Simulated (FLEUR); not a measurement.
Crystal: BiTe.

```xyz
2
Lattice="0.0000 3.2350 3.2350 3.2350 0.0000 3.2350 3.2350 3.2350 0.0000" Properties=species:S:1:pos:R:3 pbc="T T T"
Bi    0.0000    0.0000    0.0000
Te    3.2350    3.2350    3.2350
```

| Item | Value |
| --- | --- |
| Program | FLEUR MaX-R8.1 (later development tree) |
| Task | single point |
| Functional | PBE |
| Potentials or basis | all-electron |
| Basis | FLAPW |
| Kmax | 4.1 1/bohr |
| k mesh | 7 × 7 × 7 |
| Occupations | fermi-dirac, width 0.05 eV |
| Spin | no spin polarisation |
| Gmax | 12.7 1/bohr |
| Muffin-tin radii | Bi 2.66, Te 2.66 bohr |
| lmax | Bi 11, Te 11 |
| Local orbitals a species | Bi 5, Te 6 |
| Max iterations | 60 |
| Mixing factor | 0.05 |
| Mixer | Anderson |
| Mixer history | 15 |
| Density convergence | 1e-05 me/bohr^3 |

On this cell: largest force zero by symmetry; band gap on the k mesh none (metal or under the smearing width).

The same run follows on a disturbed copy (atoms moved at random, drawn with an rms of 0.05 Å):

```xyz
2
Lattice="0.0000 3.2350 3.2350 3.2350 0.0000 3.2350 3.2350 3.2350 0.0000" Properties=species:S:1:pos:R:3 pbc="T T T"
Bi    0.0486    0.0219   -0.0837
Te    3.2170    3.2295    3.1974
```

Q: What does the disturbed cell give?

A: The energy (extrapolated to zero smearing) moves by +5.2 meV/atom; largest force 0.244 eV/Å; band gap on the k mesh none (metal or under the smearing width).

Forces on the atoms (eV/Å):
```
Bi  -0.191 -0.077  0.131
Te   0.191  0.077 -0.131
```

Caveats: spin-orbit coupling is left out, which moves the levels of the heavy elements.
